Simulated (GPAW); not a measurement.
RuS:

```
Ru S
1.0
     3.03190    0.00000    0.00000
     0.00000    3.03190    0.00000
     0.00000    0.00000    3.03190
Ru S
1 1
Direct
  0.00000 0.00000 0.00000
  0.50000 0.50000 0.50000
```

The cell comes from a database or a generator and needn't be the stable form of this composition.

Program: GPAW 26.7.0. Alike in all runs: task single point; potentials or basis GPAW PAW data sets (gpaw-data 1.2.1), pw; cell as given; k mesh 6 × 6 × 6; cutoff (eV) 600; smearing gaussian 0.05 eV.

**Question.** Order these runs on this cell by their pressure, lowest first.
A. level PBE+U; spin collinear, zero start; U Ru d U = 7 eV
B. level PBE+U; spin collinear, ferromagnetic start; U Ru d U = 5 eV
C. level r2SCAN; spin collinear, ferromagnetic start

**Answer.** C (-8.1 GPa), A (-3.2 GPa), B (25.2 GPa).

Caveats: the PAW data sets were made with another functional, which shifts forces and pressure a little (some runs).
